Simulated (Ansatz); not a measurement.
Predict the output of the script below (the Python package of Ansatz (0.2.0)).

Contents of `input.yaml`:
```yaml
crystal:
  periodic: [false, false, false]
  atoms:
    - { symbol: Si, position_ang: [0.0566, 1.769, -0.0038] }
    - { symbol: Si, position_ang: [-0.755, -0.3547, -0.256] }
    - { symbol: C, position_ang: [0.5993, -1.4624, 0.2162] }
    - { symbol: Cl, position_ang: [0.1883, -3.1483, 0.0652] }
    - { symbol: H, position_ang: [-1.0428, 2.7893, -0.4039] }
    - { symbol: H, position_ang: [0.4168, 2.0672, 1.3932] }
    - { symbol: H, position_ang: [1.2246, 2.0316, -0.8779] }
    - { symbol: H, position_ang: [-1.9066, -0.5399, 0.6072] }
    - { symbol: H, position_ang: [-1.1577, -0.5621, -1.6282] }
    - { symbol: H, position_ang: [1.5145, -1.3309, -0.3822] }
    - { symbol: H, position_ang: [0.9275, -1.3157, 1.2908] }
basis:
  gaussian: { orbitals: def2-SVP }
hamiltonian:
  xc: b3lyp
```

`deck_ch7clsi2.py`
```python
"""CH7ClSi2 through the session interface."""

import ansatz as az

session = az.Session.from_deck("input.yaml")
data = session.plan(threads=1).execute().report

print("reference energy %16.6f eV" % data["reference_energy_ev"])
print("total energy     %16.6f eV" % data["free_energy_ev"])
print("occupied orbitals outside the frozen core (up, down):", data["n_occupied"], " frozen:", data["n_frozen"], " virtual:", data["n_virtual"])
symbols = ["Si", "Si", "C", "Cl", "H", "H", "H", "H", "H", "H", "H"]
state = data["mean_field"]["state"]
print(f"mean field: {state['energy']['hartree']:.7f} Ha, <S^2> = {abs(state['spin_squared']):.4f}, stability: {state.get('stability', {}).get('kind')}")
```

```console
$ python deck_ch7clsi2.py
reference energy    -29420.360373 eV
total energy        -29420.360373 eV
occupied orbitals outside the frozen core (up, down): [29, 29]  frozen: 0  virtual: [74, 74]
mean field: -1081.1783019 Ha, <S^2> = 0.0000, stability: minimum
```

What to keep in mind:
- Total energies depend on the basis set; only differences at equal settings carry meaning.
- The geometry is a force-field or estimated start, not a minimum of this method, and the basis set is short of its limit.
- Wall time of the script: 3.7 s on 1 thread of Arm Neoverse V1, with other jobs on the host, peak memory 0.25 GiB.
